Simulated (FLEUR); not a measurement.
MnPt2:

```xyz
3
Lattice="2.8584 0.0000 0.0000 -1.4292 2.4755 0.0000 0.0000 0.0000 6.5325" Properties=species:S:1:pos:R:3 pbc="T T T"
Pt    1.4292    0.8252    2.0656
Pt    0.0000    1.6503    4.4669
Mn    0.0000    0.0000    0.0000
```

The cell comes from a database or a generator and needn't be the stable form of this composition.

Base run:

| Property | Result |
| --- | --- |
| Program | FLEUR MaX-R8.1 (later development tree) |
| Functional | r2SCAN |
| Potentials or basis | all-electron |
| Basis | FLAPW |
| Kmax | 4.85 1/bohr |
| k mesh | 11 × 11 × 4 |
| Occupations | fermi-dirac, width 0.05 eV |
| Spin | collinear spin, ferromagnetic start |
| Starting moments | [0.0, 0.0, 4.0] μB |

Its results: net moment 4.81 μB per cell; site moments Pt +0.33; Mn +3.90 μB.

**Question.** The run is repeated on the same cell with these changes: functional from r2SCAN to PBE. What comes out?

**Answer.** Net moment 4.55 μB per cell; site moments Pt +0.32; Mn +3.61 μB.

Caveats: the meta-GGA is that of a development version, with a GGA for the radial functions and cores and without core tails (some runs).

Not every run made on this cell is shown here.
